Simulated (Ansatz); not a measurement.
# Na3Nb2O: the cost of one run

Program: Ansatz 0.2.0. Level of theory: DFT PBE, scalar-relativistic, plane waves, PAW. These are calculated values, not measurements.

1 further run of the same task is left out (it didn't finish).

## 1. The structure to begin with

The structure is tetragonal, space group P4mm (No. 99). Conventional cell: a = 3.448 Å, b = 3.448 Å, c = 7.504 Å, α = 90.00°, β = 90.00°, γ = 90.00°. Na (site symmetry 2mm) has 4 Na at 2.44 Å and 4 Nb at 2.63 to 2.65 Å as nearest neighbours. Na (site symmetry 4mm) has 5 Nb at 2.58 to 2.66 Å as nearest neighbours. Nb (site symmetry 4mm) is surrounded by 8 Na at 2.58 to 2.65 Å and 1 O at 2.68 Å. Nb (site symmetry 4mm) is surrounded by 4 O at 2.57 Å and 5 Na at 2.63 to 2.66 Å. O (site symmetry 4mm) has 5 Nb at 2.57 to 2.68 Å as nearest neighbours.

Coordinates:

```
Na Nb O
1.0
     3.44770    0.00000    0.00000
     0.00000    3.44770    0.00000
     0.00000    0.00000    7.50363
Na Nb O
3 2 1
Direct
  0.50000 0.00000 0.99831
  0.00000 0.50000 0.99831
  0.00000 0.00000 0.37926
  0.50000 0.50000 0.26656
  0.00000 0.00000 0.73394
  0.50000 0.50000 0.62362
```

The cell is invented: species swapped into a database cell of Zr2P3S (P4mm, No. 99), with Nb on the Zr sites, Na on the P sites and O on the S sites. Its size is a rough estimate.

## 2. The guess as it stands, on a coarse mesh

Input file input.yaml:

```yaml
crystal:
  lattice:
    - [3.4476968, 0.0, 0.0]
    - [0.0, 3.4476968, 0.0]
    - [0.0, 0.0, 7.50362885]
  atoms:
    - { symbol: Na, position: [0.5, 0.0, 0.99830878] }
    - { symbol: Na, position: [0.0, 0.5, 0.99830878] }
    - { symbol: Na, position: [0.0, 0.0, 0.37925726] }
    - { symbol: Nb, position: [0.5, 0.5, 0.26656356] }
    - { symbol: Nb, position: [0.0, 0.0, 0.73393774] }
    - { symbol: O, position: [0.5, 0.5, 0.62362391] }
basis:
  ecutwfc: 420
kpoints:
  mp_grid: { grid: [6, 6, 2] }
hamiltonian:
  xc: pbe
scf:
  occupations: { method: gaussian, width: 0.1 }
  lower_state_search: "off"
output:
  forces: true
  stress: true
  eigenvalues: true
```

On the command line:

```console
ansatz run input.yaml --threads 1 --pin off --max-ram 2560MiB --backend cpu --events-out ev --progress --plain --runs-dir out
```

**Question.** How long does this run take on 1 thread of Intel Xeon Platinum 8259CL at 2.50GHz (Skylake/Cascade Lake), shared host, and how much memory does it need?

About 4.7 s, with a peak of 0.36 GiB.
